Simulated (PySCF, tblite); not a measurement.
# C3H8F2Si2: geometry, infrared bands and NMR shifts

Wanted: the infrared bands and NMR shifts of C3H8F2Si2 (`FC(F)C1[SiH2]C[SiH2]1`), by calculation.

Computed with tblite 0.8.0 and PySCF 2.14.0, with density-fitted response routines of our own, on a single molecule in the gas phase. Atoms are numbered from 0 throughout.

## Step 1: The molecule as given

15 atoms, charge 0, multiplicity 1; geometry from: force field or distance geometry start.

Bonds of the start (Å): F0–C1 1.36, C1–F2 1.37, C1–C3 1.48, C3–Si4 1.86, Si4–C5 1.87, C5–Si6 1.88, Si6–C3 1.87, C1–H7 1.14, C3–H8 1.12, Si4–H9 1.48, Si4–H10 1.45, C5–H11 1.11, C5–H12 1.10, Si6–H13 1.47, Si6–H14 1.46.

## Step 2: Relaxing the molecule with GFN2-xTB

What the job is given:

```
{"job": {"kind": "relax", "xc": "GFN2-xTB", "basis": "xTB"}, "charge": 0, "multiplicity": 1}
F      1.733300     0.761300     1.696100
C      1.911100     0.252700     0.442700
F      2.619400     1.132900    -0.333300
C      0.685600    -0.166900    -0.279100
Si    -0.613700     1.116800    -0.604300
C     -1.785400    -0.342800    -0.602900
Si    -0.630600    -1.053200     0.702900
H      2.567100    -0.672900     0.513500
H      0.851200    -0.740300    -1.221800
H     -0.932500     1.991400     0.552600
H     -0.476400     1.850600    -1.847600
H     -1.681000    -0.915500    -1.543700
H     -2.802600    -0.143800    -0.235200
H     -0.528400    -2.519100     0.698500
H     -0.921500    -0.543100     2.039500
```

Started as:

```sh
$ OMP_NUM_THREADS=1 python probes_run.py task.json out
```

The driver reads the jobs from task.json and runs them one after another.

The log of the run:

```text
step      E/eV     max force
  0    -635.96925    2.377
  1    -636.19382    0.902
  2    -636.32528    0.963
  3    -636.41990    0.652
  4    -636.45892    0.420
  5    -636.47832    0.374
  6    -636.49489    0.295
  7    -636.50765    0.316
  8    -636.51752    0.264
  9    -636.52426    0.185
 10    -636.53004    0.193
 11    -636.53618    0.230
 12    -636.54170    0.178
 13    -636.54553    0.166
 14    -636.54909    0.186
 15    -636.55400    0.279
 16    -636.55971    0.262
 17    -636.56545    0.229
 18    -636.57134    0.222
 19    -636.57822    0.263
 20    -636.58695    0.372
 21    -636.59762    0.332
 22    -636.60872    0.260
 23    -636.62015    0.299
 24    -636.63415    0.364
 25    -636.64914    0.355
 26    -636.66024    0.284
 27    -636.66705    0.188
 28    -636.67102    0.240
 29    -636.67405    0.395
 30    -636.68108    0.236
 31    -636.68724    0.159
 32    -636.69020    0.120
 33    -636.69207    0.111
 34    -636.69379    0.098
 35    -636.69527    0.111
 36    -636.69649    0.105
 37    -636.69763    0.094
 38    -636.69877    0.075
 39    -636.69980    0.080
 40    -636.70107    0.094
 41    -636.70256    0.093
 42    -636.70412    0.087
 43    -636.70513    0.065
 44    -636.70577    0.064
 45    -636.70629    0.057
 46    -636.70690    0.065
 47    -636.70746    0.071
 48    -636.70804    0.071
 49    -636.70873    0.057
 50    -636.70931    0.057
 51    -636.70968    0.044
 52    -636.70989    0.029
 53    -636.71002    0.024
 54    -636.71013    0.028
 55    -636.71025    0.038
 56    -636.71042    0.041
 57    -636.71060    0.035
 58    -636.71073    0.032
 59    -636.71081    0.025
 60    -636.71088    0.025
 61    -636.71097    0.024
 62    -636.71106    0.023
 63    -636.71115    0.031
 64    -636.71125    0.035
 65    -636.71137    0.043
 66    -636.71149    0.033
 67    -636.71156    0.017
 68    -636.71159    0.013
 69    -636.71161    0.014
 70    -636.71165    0.016
 71    -636.71169    0.018
 72    -636.71173    0.015
 73    -636.71178    0.021
 74    -636.71186    0.028
 75    -636.71194    0.023
 76    -636.71200    0.016
 77    -636.71203    0.014
 78    -636.71206    0.017
 79    -636.71209    0.019
 80    -636.71213    0.014
 81    -636.71216    0.010
 82    -636.71218    0.012
 83    -636.71219    0.013
 84    -636.71220    0.012
 85    -636.71222    0.014
 86    -636.71225    0.014
 87    -636.71228    0.015
 88    -636.71230    0.013
 89    -636.71231    0.006
```

Run time: 0.47 s. Hardware: 1 thread of Intel Xeon 6975P-C, shared host.

Step by step: (not every step is listed)

```
step  energy from step 0 (eV)  largest force (eV/Å)
   0                   0.0000                2.3773
   1                  -0.2246                0.9020
   2                  -0.3560                0.9633
   3                  -0.4506                0.6523
   4                  -0.4897                0.4196
   5                  -0.5091                0.3740
   6                  -0.5256                0.2952
   7                  -0.5384                0.3157
   8                  -0.5483                0.2640
  15                  -0.5847                0.2787
  22                  -0.6395                0.2599
  29                  -0.7048                0.3951
  36                  -0.7272                0.1048
  43                  -0.7359                0.0655
  50                  -0.7401                0.0568
  57                  -0.7414                0.0351
  64                  -0.7420                0.0350
  71                  -0.7424                0.0177
  78                  -0.7428                0.0169
  84                  -0.7430                0.0118
  85                  -0.7430                0.0136
  86                  -0.7430                0.0139
  87                  -0.7430                0.0150
  88                  -0.7431                0.0132
  89                  -0.7431                0.0064
```

Close pairs (by a distance rule), those that changed most:

```csv
bond,before (Å),after (Å),change (Å)
C3–Si4,1.855,1.934,+0.079
C3–Si6,1.866,1.929,+0.063
Si4–C5,1.872,1.923,+0.051
C1–H7,1.137,1.103,-0.034
C5–Si6,1.882,1.915,+0.033
Si4–H9,1.485,1.458,-0.027
C3–H8,1.116,1.089,-0.027
C5–H11,1.106,1.087,-0.020
```

The final coordinates are the input of the step that follows.

## Step 3: Infrared spectrum with GFN2-xTB

What the job is given:

```
{"job": {"kind": "ir", "xc": "GFN2-xTB", "basis": "xTB"}, "charge": 0, "multiplicity": 1}
F      1.098790     0.945028     1.699825
C      1.749229     0.343637     0.663232
F      2.531815     1.324753     0.122429
C      0.787669    -0.218869    -0.333344
Si    -0.532686     1.046119    -0.962486
C     -1.860692    -0.113231    -0.194481
Si    -0.558225    -1.371231     0.430088
H      2.435388    -0.398001     1.105323
H      1.382877    -0.677587    -1.121662
H     -0.436304     2.368413    -0.356179
H     -0.554798     1.130370    -2.423765
H     -2.573702    -0.516541    -0.908255
H     -2.446734     0.348142     0.595792
H     -0.576677    -2.684257    -0.218075
H     -0.450362    -1.518754     1.879647
```

The log of the run:

```text
mode    cm-1     km/mol
  1      38.3      0.64
  2      64.1      1.45
  3     144.0      3.85
  4     155.7      2.43
  5     311.1      4.27
  6     380.0      7.82
  7     424.9     63.63
  8     427.2      3.38
  9     454.6      3.88
 10     493.8      0.59
 11     509.0      5.20
 12     569.7     21.23
 13     607.2     40.04
 14     621.0     31.49
 15     661.6    134.47
 16     693.3     69.68
 17     719.2    110.29
 18     754.9    217.78
 19     768.6    323.67
 20     776.6    204.77
 21     787.8    105.27
 22     927.5      0.31
 23     944.3    162.62
 24     984.0     74.54
 25    1035.4    121.75
 26    1084.6     56.81
 27    1126.7     95.27
 28    1222.9    105.97
 29    1279.8     38.90
 30    1294.5     32.12
 31    1454.7      5.23
 32    2250.8    203.36
 33    2259.8    507.59
 34    2285.8    329.83
 35    2314.9    317.33
 36    2861.2     66.84
 37    2986.5     26.01
 38    3013.0     33.58
 39    3021.9      9.22
```

It took 0.42 s on 1 thread of Intel Xeon 6975P-C, shared host.

Which atoms move in the most intense modes:

```
cm⁻¹  km/mol                                  atoms
 755   217.8             H10 23 %, H9 16 %, C3 15 %
 769   323.7  H14 29 %, H13 29 %, H9 17 %, H10 16 %
 777   204.8             C3 27 %, Si6 15 %, H8 13 %
 944   162.6              C1 41 %, F0 28 %, H8 23 %
2251   203.4                     H13 77 %, H10 15 %
2260   507.6                     H10 80 %, H13 16 %
2286   329.8                               H14 93 %
2315   317.3                                H9 96 %
```

## Step 4: Nuclear shieldings: PBE0/pcSseg-1

Same as in step 3 but for these lines:

```diff
@@ -1,2 +1,2 @@
-{"job": {"kind": "ir", "xc": "GFN2-xTB", "basis": "xTB"}, "charge": 0, "multiplicity": 1}
+{"job": {"kind": "nmr", "xc": "PBE0", "basis": "pcSseg-1"}, "charge": 0, "multiplicity": 1}
 F      1.098790     0.945028     1.699825
```

Level: GIAO PBE0/pcSseg-1 NMR shielding, non-relativistic, gas phase.

The log of the run:

```text
coarse grid: 13640 points
cycle   1  E = -897.0140419426  dE =  6.869e-01  |g| = 7.598e-01  |ddm| = 3.447e+00
cycle   2  E = -896.9288283738  dE =  8.521e-02  |g| = 1.042e+00  |ddm| = 1.149e+00
cycle   3  E = -897.1217900060  dE = -1.930e-01  |g| = 5.891e-02  |ddm| = 6.981e-01
cycle   4  E = -897.1222466491  dE = -4.566e-04  |g| = 3.310e-02  |ddm| = 6.973e-02
cycle   5  E = -897.1224866176  dE = -2.400e-04  |g| = 7.230e-03  |ddm| = 3.372e-02
cycle   6  E = -897.1224995510  dE = -1.293e-05  |g| = 1.548e-03  |ddm| = 9.599e-03
cycle   7  E = -897.1225001531  dE = -6.021e-07  |g| = 2.970e-04  |ddm| = 2.020e-03
final grid: 123664 points
cycle   8  E = -897.1765451971  dE = -3.370e-05  |g| = 7.398e-03  |ddm| = 2.037e-02
cycle   9  E = -897.1765333847  dE =  1.181e-05  |g| = 1.069e-02  |ddm| = 1.456e-02
cycle  10  E = -897.1765574577  dE = -2.407e-05  |g| = 5.924e-04  |ddm| = 8.279e-03
cycle  11  E = -897.1765575055  dE = -4.781e-08  |g| = 2.445e-04  |ddm| = 6.406e-04
cycle  12  E = -897.1765575159  dE = -1.043e-08  |g| = 5.537e-05  |ddm| = 2.251e-04
cycle  13  E = -897.1765575166  dE = -6.221e-10  |g| = 2.040e-05  |ddm| = 6.088e-05
converged SCF energy = -897.1765575166

GIAO shielding tensors (ppm)
atom      isotropic    diamagn.    paramagn.     s11        s22        s33       span
  0 F      304.924     475.939    -171.015    199.765    347.232    367.775    168.010
  1 C       63.557     235.982    -172.425     38.241     70.171     82.259     44.018
  2 F      280.830     472.844    -192.015    182.803    324.882    334.804    152.001
  3 C      160.712     260.404     -99.692    139.008    161.151    181.978     42.970
  4 Si     386.738     880.393    -493.655    360.393    367.924    431.898     71.505
  5 C      195.483     258.146     -62.663    179.592    201.648    205.208     25.616
  6 Si     385.665     880.705    -495.040    361.125    366.822    429.047     67.921
  7 H       25.286      27.498      -2.212     22.797     23.675     29.388      6.591
  8 H       29.963      32.312      -2.349     26.228     28.941     34.719      8.491
  9 H       26.546      29.372      -2.826     23.357     25.396     30.885      7.528
 10 H       26.860      29.534      -2.674     23.638     24.777     32.164      8.526
 11 H       31.180      30.113       1.067     27.070     27.446     39.024     11.953
 12 H       31.102      30.780       0.321     27.188     27.557     38.561     11.372
 13 H       26.858      29.620      -2.762     23.675     24.701     32.197      8.522
 14 H       26.849      29.576      -2.727     23.816     25.264     31.467      7.651
```

Wall time 17 s (1 thread of Intel Xeon 6975P-C, shared host); peak memory 0.8 GiB.

Shifts follow as δ = σ(reference) − σ, with reference shieldings (ppm) from runs at the same level and on the same kind of geometry: 1H TMS 31.72, 13C TMS 186.9, 29Si TMS 349.2, 19F CFCl3 170.9. The references are single molecules in the gas phase, so shifts against H2O, NH3, PH3, H3PO4 or CFCl3 are not on the usual liquid scales and can be off by tens of ppm. Atoms listed in one row are averaged.

```csv
atoms,environment,σ (ppm),δ (ppm),δ scaled to CDCl3
C1,sp3 CH bonded to 2 F,63.6,123.4,118.5
C3,sp3 CH bonded to 2 Si,160.7,26.2,23.7
C5,sp3 CH2 bonded to 2 Si,195.5,-8.6,-10.3
H7,hydrogen on an sp3 CH bonded to 2 F,25.29,6.43,6.17
"H9, H14","hydrogen on a silicon bonded to 2 C, in a 4-membered ring",26.70,5.02,–
"H10, H13","hydrogen on a silicon bonded to 2 C, in a 4-membered ring",26.86,4.86,–
H8,hydrogen on an sp3 CH bonded to 2 Si,29.96,1.75,1.76
H12,hydrogen on an sp3 CH2 bonded to 2 Si,31.10,0.62,0.69
H11,hydrogen on an sp3 CH2 bonded to 2 Si,31.18,0.54,0.61
"F0, F2",fluorine of a CF2 group,292.9,-121.9,–
"Si4, Si6","silicon bonded to 2 C, 2 H, in a 4-membered ring",386.2,-37.0,–
```

The scaled column applies a straight-line fit of computed shieldings to shifts measured in CDCl3, and one for carbons that bear F (root-mean-square error 0.16 ppm for H, 1.9 ppm for C).

The run also stored atomic charges by several schemes (e):

| atoms | Mulliken | IAO | Hirshfeld | ESP fit |
| --- | --- | --- | --- | --- |
| F0, F2 | -0.31 | -0.32 | -0.11 | -0.21 |
| C1 | 0.57 | 0.45 | 0.14 | 0.29 |
| C3 | -0.85 | -0.69 | -0.22 | -0.38 |
| Si4, Si6 | 0.69 | 0.76 | 0.34 | 0.47 |
| C5 | -0.83 | -0.83 | -0.25 | -0.50 |

Mayer bond orders: F0–C1 0.92, C1–F2 0.94, C1–C3 1.03, C3–Si4 0.83, Si4–C5 0.91, C5–Si6 0.92, Si6–C3 0.84.

Ring of atoms C3, Si4, C5, Si6: NICS(0) 0.7, NICS(1) -0.7, NICS(1)zz 5.2 ppm (means of both faces).

## Step 5: Results

| quantity | value |
| --- | --- |
| strongest single infrared mode (GFN2-xTB) | 2260 cm⁻¹, 508 km/mol |
| zero-point energy (GFN2-xTB) | 61.1 kcal/mol |
| 13C shifts against TMS (PBE0/pcSseg-1) | 123.4, 26.2, -8.6 ppm |
| 1H shifts against TMS (PBE0/pcSseg-1, means over atoms taken as alike) | 6.43, 5.02, 4.86, 1.75, 0.62, 0.54 ppm |
| 19F shifts against CFCl3 (PBE0/pcSseg-1, means over atoms taken as alike) | -121.9 ppm |
| 29Si shifts against TMS (PBE0/pcSseg-1, means over atoms taken as alike) | -37.0 ppm |

What this shows: The optimisation took 89 steps and gained 0.743 eV; among the close pairs (by a distance rule), C3–Si4 changed most, from 1.855 to 1.934 Å. All 39 modes are real, so the xTB geometry is a minimum. The strongest single mode, at 2260 cm⁻¹, moves mainly H10. Unscaled tight-binding wavenumbers are off by several per cent, some by more. Its intensities can rank the bands wrongly. The most deshielded hydrogen is H7 (hydrogen on an sp3 CH bonded to 2 F), at 6.43 ppm: its carbon carries F, hence the downfield position. At PBE0/pcSseg-1: Shielding is most anisotropic at F0, F2 (span 160 ppm, paramagnetic term -182 ppm).
